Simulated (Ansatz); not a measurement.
Born–Oppenheimer molecular dynamics of a periodic cell of 16 atoms, Ta (start crystal Ta, start structure bcc, volume 1.15 times the crystal's). It goes on from the last frame of an earlier run, with new velocities.

Method: DFT PBEsol, scalar-relativistic, plane waves, PAW in Ansatz 0.2.0. Settings: accuracy low, cutoff 420 eV, k mesh 2x2x2, fermi-dirac smearing 0.3 eV, no spin polarisation.

```
ensemble             : NVT, Langevin thermostat
time step            : 2.25 fs
steps asked          : 289
set temperature      : 2800 K
friction             : 0.02 /fs
temperature schedule : 217 steps to 300 K, then 72 steps to 300 K
seed                 : 69227
```

Frames 4.5 fs apart, positions in Å, forces in eV/Å.

Velocities at 292.5 fs (Å/ps):

```
Ta -5.74 1.53 2.89
Ta 6.49 0.03 0.68
Ta -0.92 3.13 -1.72
Ta 0.26 -1.03 -3.29
Ta -1.27 -0.46 1.42
Ta 2.60 -0.80 2.38
Ta -1.39 1.44 3.55
Ta 2.04 0.06 -0.70
Ta 3.92 -0.50 2.36
Ta 1.06 -0.75 -0.32
Ta -2.33 -0.17 -3.94
Ta -1.45 -1.50 3.12
Ta 2.49 3.77 -0.49
Ta 1.70 0.43 -1.06
Ta -3.62 -2.60 -0.60
Ta -0.40 -0.06 1.03
```

```xyz
16
Lattice="6.9357 0.0000 0.0000 0.0000 6.9357 0.0000 0.0000 0.0000 6.9357" Properties=species:S:1:pos:R:3:forces:R:3 time_fs=292.5 energy_less_start_eV=-2.180 T=1153
Ta 0.140 0.099 -0.103 -0.23 0.18 0.86
Ta 3.440 0.241 0.294 0.25 -1.01 -1.20
Ta 0.082 3.368 -0.167 -0.68 1.02 0.65
Ta -0.007 0.260 3.226 1.22 -0.30 2.39
Ta 1.649 2.023 1.809 0.62 -0.74 -0.64
Ta 3.892 3.762 0.194 -2.43 -2.24 1.42
Ta 3.558 -0.081 3.469 -0.95 1.16 0.59
Ta 5.029 1.818 1.968 1.30 0.60 -0.77
Ta 0.126 3.634 3.723 -1.53 -1.10 -1.51
Ta 1.770 5.325 1.752 -0.40 0.00 -0.13
Ta 1.760 1.750 5.063 -0.15 -0.36 0.98
Ta 3.179 3.513 3.523 2.30 0.68 0.07
Ta 5.483 5.532 1.996 -1.69 -1.96 -2.11
Ta 5.255 1.611 5.266 -0.47 0.91 0.15
Ta 1.738 5.195 5.048 0.84 1.35 1.83
Ta 4.976 5.227 5.547 2.00 1.81 -2.56
16
Lattice="6.9357 0.0000 0.0000 0.0000 6.9357 0.0000 0.0000 0.0000 6.9357" Properties=species:S:1:pos:R:3:forces:R:3 time_fs=297.0 energy_less_start_eV=-2.037 T=941
Ta 0.117 0.107 -0.090 -0.11 0.14 0.82
Ta 3.469 0.238 0.298 0.08 -0.99 -1.19
Ta 0.071 3.378 -0.174 -0.61 0.93 0.74
Ta -0.007 0.256 3.214 1.37 -0.18 2.57
Ta 1.643 2.021 1.814 0.67 -0.73 -0.71
Ta 3.905 3.757 0.202 -2.43 -2.21 1.44
Ta 3.551 -0.078 3.485 -0.87 1.11 0.45
Ta 5.042 1.813 1.965 1.22 0.65 -0.76
Ta 0.141 3.632 3.737 -1.80 -1.13 -1.76
Ta 1.773 5.325 1.750 -0.37 0.01 -0.13
Ta 1.750 1.747 5.044 -0.09 -0.44 1.18
Ta 3.175 3.510 3.534 2.34 0.66 -0.05
Ta 5.492 5.547 1.994 -1.88 -2.12 -2.13
Ta 5.262 1.615 5.261 -0.53 0.90 0.16
Ta 1.725 5.181 5.050 1.02 1.59 1.95
Ta 4.973 5.224 5.549 1.99 1.82 -2.57
16
Lattice="6.9357 0.0000 0.0000 0.0000 6.9357 0.0000 0.0000 0.0000 6.9357" Properties=species:S:1:pos:R:3:forces:R:3 time_fs=301.5 energy_less_start_eV=-1.947 T=860
Ta 0.099 0.116 -0.079 -0.04 0.10 0.78
Ta 3.496 0.230 0.303 -0.06 -0.96 -1.21
Ta 0.060 3.385 -0.176 -0.55 0.86 0.80
Ta -0.007 0.254 3.208 1.44 -0.11 2.67
Ta 1.643 2.020 1.811 0.69 -0.74 -0.70
Ta 3.911 3.754 0.211 -2.43 -2.14 1.40
Ta 3.545 -0.075 3.505 -0.78 1.05 0.27
Ta 5.049 1.808 1.959 1.17 0.69 -0.72
Ta 0.154 3.631 3.751 -2.06 -1.17 -2.01
Ta 1.773 5.331 1.755 -0.33 0.00 -0.15
Ta 1.741 1.746 5.025 -0.03 -0.51 1.37
Ta 3.171 3.511 3.539 2.39 0.62 -0.13
Ta 5.497 5.558 1.987 -2.00 -2.19 -2.07
Ta 5.266 1.618 5.257 -0.58 0.88 0.18
Ta 1.711 5.165 5.056 1.20 1.83 2.05
Ta 4.976 5.219 5.548 1.96 1.80 -2.53
16
Lattice="6.9357 0.0000 0.0000 0.0000 6.9357 0.0000 0.0000 0.0000 6.9357" Properties=species:S:1:pos:R:3:forces:R:3 time_fs=306.0 energy_less_start_eV=-1.938 T=748
Ta 0.088 0.127 -0.070 -0.02 0.05 0.73
Ta 3.518 0.218 0.307 -0.18 -0.90 -1.22
Ta 0.050 3.391 -0.183 -0.52 0.79 0.90
Ta -0.006 0.249 3.212 1.42 -0.04 2.68
Ta 1.640 2.022 1.805 0.73 -0.77 -0.67
Ta 3.907 3.752 0.224 -2.38 -1.99 1.25
Ta 3.539 -0.068 3.521 -0.69 0.97 0.13
Ta 5.052 1.809 1.953 1.18 0.65 -0.66
Ta 0.167 3.629 3.762 -2.34 -1.19 -2.26
Ta 1.770 5.335 1.768 -0.28 -0.01 -0.21
Ta 1.729 1.745 5.011 0.07 -0.59 1.53
Ta 3.168 3.510 3.547 2.44 0.58 -0.23
Ta 5.502 5.563 1.978 -2.08 -2.19 -1.98
Ta 5.265 1.624 5.248 -0.59 0.84 0.24
Ta 1.702 5.150 5.059 1.36 2.08 2.19
Ta 4.985 5.215 5.543 1.88 1.71 -2.41
16
Lattice="6.9357 0.0000 0.0000 0.0000 6.9357 0.0000 0.0000 0.0000 6.9357" Properties=species:S:1:pos:R:3:forces:R:3 time_fs=310.5 energy_less_start_eV=-1.996 T=799
Ta 0.077 0.135 -0.059 0.00 0.03 0.65
Ta 3.537 0.206 0.310 -0.27 -0.83 -1.23
Ta 0.043 3.395 -0.187 -0.51 0.76 0.95
Ta -0.004 0.248 3.217 1.36 -0.01 2.67
Ta 1.638 2.026 1.802 0.75 -0.79 -0.67
Ta 3.894 3.746 0.233 -2.27 -1.76 1.01
Ta 3.533 -0.059 3.537 -0.62 0.89 -0.03
Ta 5.052 1.815 1.944 1.21 0.59 -0.57
Ta 0.175 3.629 3.776 -2.55 -1.19 -2.47
Ta 1.766 5.345 1.779 -0.23 -0.06 -0.24
Ta 1.724 1.745 4.997 0.10 -0.65 1.69
Ta 3.169 3.507 3.552 2.49 0.59 -0.31
Ta 5.505 5.567 1.972 -2.14 -2.18 -1.90
Ta 5.257 1.631 5.236 -0.55 0.81 0.34
Ta 1.698 5.140 5.062 1.46 2.27 2.29
Ta 4.997 5.218 5.532 1.76 1.53 -2.17
16
Lattice="6.9357 0.0000 0.0000 0.0000 6.9357 0.0000 0.0000 0.0000 6.9357" Properties=species:S:1:pos:R:3:forces:R:3 time_fs=315.0 energy_less_start_eV=-2.095 T=970
Ta 0.064 0.141 -0.047 0.04 0.03 0.57
Ta 3.559 0.192 0.302 -0.38 -0.74 -1.17
Ta 0.035 3.400 -0.190 -0.48 0.72 0.98
Ta 0.000 0.252 3.227 1.24 -0.06 2.58
Ta 1.639 2.031 1.799 0.74 -0.83 -0.67
Ta 3.882 3.738 0.244 -2.18 -1.53 0.78
Ta 3.530 -0.050 3.554 -0.55 0.83 -0.21
Ta 5.060 1.821 1.930 1.21 0.51 -0.48
Ta 0.181 3.629 3.789 -2.68 -1.16 -2.62
Ta 1.762 5.359 1.790 -0.18 -0.12 -0.27
Ta 1.727 1.744 4.983 0.09 -0.69 1.86
Ta 3.168 3.504 3.554 2.56 0.61 -0.39
Ta 5.504 5.572 1.964 -2.10 -2.12 -1.76
Ta 5.246 1.634 5.230 -0.48 0.81 0.39
Ta 1.704 5.131 5.066 1.49 2.40 2.37
Ta 5.001 5.221 5.519 1.67 1.35 -1.95
16
Lattice="6.9357 0.0000 0.0000 0.0000 6.9357 0.0000 0.0000 0.0000 6.9357" Properties=species:S:1:pos:R:3:forces:R:3 time_fs=319.5 energy_less_start_eV=-2.287 T=1009
Ta 0.051 0.148 -0.037 0.11 0.03 0.49
Ta 3.576 0.176 0.292 -0.45 -0.63 -1.10
Ta 0.031 3.405 -0.192 -0.48 0.69 1.02
Ta 0.004 0.255 3.238 1.09 -0.13 2.47
Ta 1.644 2.039 1.793 0.70 -0.88 -0.63
Ta 3.870 3.729 0.256 -2.08 -1.30 0.51
Ta 3.533 -0.042 3.571 -0.52 0.78 -0.38
Ta 5.077 1.826 1.914 1.16 0.44 -0.40
Ta 0.182 3.631 3.798 -2.68 -1.09 -2.69
Ta 1.759 5.372 1.803 -0.13 -0.17 -0.30
Ta 1.730 1.747 4.973 0.07 -0.71 1.97
Ta 3.170 3.504 3.555 2.62 0.62 -0.46
Ta 5.502 5.574 1.951 -2.02 -2.02 -1.58
Ta 5.232 1.639 5.232 -0.39 0.80 0.40
Ta 1.715 5.125 5.077 1.43 2.44 2.35
Ta 5.007 5.227 5.501 1.58 1.14 -1.68
16
Lattice="6.9357 0.0000 0.0000 0.0000 6.9357 0.0000 0.0000 0.0000 6.9357" Properties=species:S:1:pos:R:3:forces:R:3 time_fs=324.0 energy_less_start_eV=-2.520 T=1084
Ta 0.037 0.153 -0.030 0.18 0.01 0.43
Ta 3.586 0.166 0.280 -0.48 -0.55 -1.02
Ta 0.030 3.409 -0.196 -0.48 0.69 1.05
Ta 0.008 0.255 3.248 0.92 -0.20 2.33
Ta 1.646 2.045 1.782 0.68 -0.90 -0.54
Ta 3.856 3.720 0.266 -2.02 -1.11 0.28
Ta 3.542 -0.032 3.586 -0.54 0.72 -0.52
Ta 5.094 1.836 1.898 1.12 0.33 -0.32
Ta 0.180 3.632 3.801 -2.57 -0.96 -2.66
Ta 1.761 5.386 1.811 -0.11 -0.24 -0.30
Ta 1.733 1.749 4.965 0.04 -0.74 2.07
Ta 3.173 3.502 3.561 2.64 0.66 -0.56
Ta 5.498 5.568 1.936 -1.91 -1.88 -1.37
Ta 5.220 1.643 5.241 -0.29 0.81 0.34
Ta 1.729 5.122 5.095 1.30 2.39 2.23
Ta 5.010 5.230 5.481 1.52 0.96 -1.43
16
Lattice="6.9357 0.0000 0.0000 0.0000 6.9357 0.0000 0.0000 0.0000 6.9357" Properties=species:S:1:pos:R:3:forces:R:3 time_fs=328.5 energy_less_start_eV=-2.748 T=1190
Ta 0.029 0.153 -0.022 0.24 0.03 0.36
Ta 3.598 0.158 0.266 -0.53 -0.47 -0.93
Ta 0.035 3.418 -0.203 -0.52 0.67 1.11
Ta 0.013 0.254 3.259 0.73 -0.27 2.15
Ta 1.646 2.052 1.769 0.68 -0.93 -0.41
Ta 3.843 3.709 0.281 -1.96 -0.89 0.01
Ta 3.550 -0.024 3.597 -0.56 0.69 -0.62
Ta 5.112 1.846 1.886 1.07 0.22 -0.24
Ta 0.182 3.635 3.798 -2.48 -0.82 -2.61
Ta 1.769 5.401 1.819 -0.12 -0.31 -0.30
Ta 1.729 1.758 4.965 0.06 -0.81 2.13
Ta 3.174 3.502 3.570 2.69 0.66 -0.68
Ta 5.491 5.564 1.917 -1.76 -1.74 -1.13
Ta 5.204 1.646 5.254 -0.16 0.83 0.25
Ta 1.745 5.120 5.115 1.15 2.35 2.09
Ta 5.016 5.233 5.460 1.46 0.79 -1.17
16
Lattice="6.9357 0.0000 0.0000 0.0000 6.9357 0.0000 0.0000 0.0000 6.9357" Properties=species:S:1:pos:R:3:forces:R:3 time_fs=333.0 energy_less_start_eV=-3.009 T=1122
Ta 0.021 0.152 -0.014 0.30 0.04 0.28
Ta 3.607 0.154 0.254 -0.56 -0.41 -0.86
Ta 0.039 3.426 -0.206 -0.55 0.67 1.15
Ta 0.019 0.253 3.270 0.55 -0.36 1.96
Ta 1.651 2.061 1.757 0.65 -0.99 -0.30
Ta 3.825 3.699 0.293 -1.89 -0.73 -0.25
Ta 3.555 -0.011 3.599 -0.57 0.64 -0.63
Ta 5.126 1.853 1.881 1.04 0.15 -0.20
Ta 0.181 3.631 3.788 -2.34 -0.64 -2.48
Ta 1.784 5.416 1.826 -0.17 -0.37 -0.31
Ta 1.723 1.769 4.973 0.10 -0.87 2.12
Ta 3.174 3.505 3.574 2.74 0.63 -0.75
Ta 5.480 5.556 1.895 -1.58 -1.57 -0.86
Ta 5.191 1.649 5.265 -0.04 0.85 0.16
Ta 1.764 5.114 5.136 0.94 2.29 1.92
Ta 5.022 5.234 5.441 1.39 0.66 -0.95
16
Lattice="6.9357 0.0000 0.0000 0.0000 6.9357 0.0000 0.0000 0.0000 6.9357" Properties=species:S:1:pos:R:3:forces:R:3 time_fs=337.5 energy_less_start_eV=-3.260 T=1312
Ta 0.011 0.149 -0.001 0.38 0.06 0.18
Ta 3.613 0.157 0.241 -0.59 -0.40 -0.78
Ta 0.044 3.430 -0.201 -0.59 0.70 1.14
Ta 0.026 0.249 3.285 0.37 -0.41 1.73
Ta 1.655 2.068 1.741 0.63 -1.06 -0.12
Ta 3.810 3.688 0.306 -1.83 -0.56 -0.50
Ta 3.559 -0.001 3.601 -0.56 0.61 -0.61
Ta 5.132 1.863 1.874 1.08 0.04 -0.12
Ta 0.174 3.621 3.775 -2.12 -0.45 -2.29
Ta 1.808 5.428 1.836 -0.29 -0.43 -0.34
Ta 1.715 1.775 4.985 0.14 -0.86 2.08
Ta 3.178 3.504 3.579 2.72 0.60 -0.78
Ta 5.473 5.547 1.874 -1.44 -1.42 -0.58
Ta 5.186 1.655 5.282 0.02 0.83 0.02
Ta 1.781 5.107 5.155 0.72 2.19 1.71
Ta 5.027 5.235 5.423 1.36 0.55 -0.75
16
Lattice="6.9357 0.0000 0.0000 0.0000 6.9357 0.0000 0.0000 0.0000 6.9357" Properties=species:S:1:pos:R:3:forces:R:3 time_fs=342.0 energy_less_start_eV=-3.482 T=1479
Ta 0.005 0.136 0.017 0.46 0.13 0.04
Ta 3.616 0.163 0.231 -0.60 -0.44 -0.71
Ta 0.050 3.431 -0.191 -0.64 0.75 1.08
Ta 0.031 0.246 3.300 0.20 -0.49 1.53
Ta 1.654 2.073 1.728 0.64 -1.12 0.07
Ta 3.793 3.676 0.322 -1.78 -0.40 -0.75
Ta 3.564 0.011 3.606 -0.55 0.58 -0.58
Ta 5.133 1.873 1.871 1.14 -0.07 -0.06
Ta 0.161 3.607 3.758 -1.84 -0.26 -2.03
Ta 1.833 5.438 1.853 -0.42 -0.49 -0.40
Ta 1.707 1.776 4.998 0.15 -0.81 2.04
Ta 3.182 3.499 3.583 2.67 0.61 -0.76
Ta 5.465 5.537 1.848 -1.32 -1.29 -0.26
Ta 5.185 1.658 5.298 0.06 0.82 -0.10
Ta 1.796 5.101 5.175 0.52 2.03 1.46
Ta 5.033 5.236 5.409 1.31 0.44 -0.57
```

Of the whole run (650 fs, mean temperature of the second half 633 K): The schedule's set-point averaged 509 K over the second half and the system 633 K, so it lags behind the ramp. A run of 0.65 ps of so small a system gives no equilibrium averages. Limits of this set-up: coarse k mesh, low accuracy level.

The run took 16 min on 2 CPU threads of a shared host.
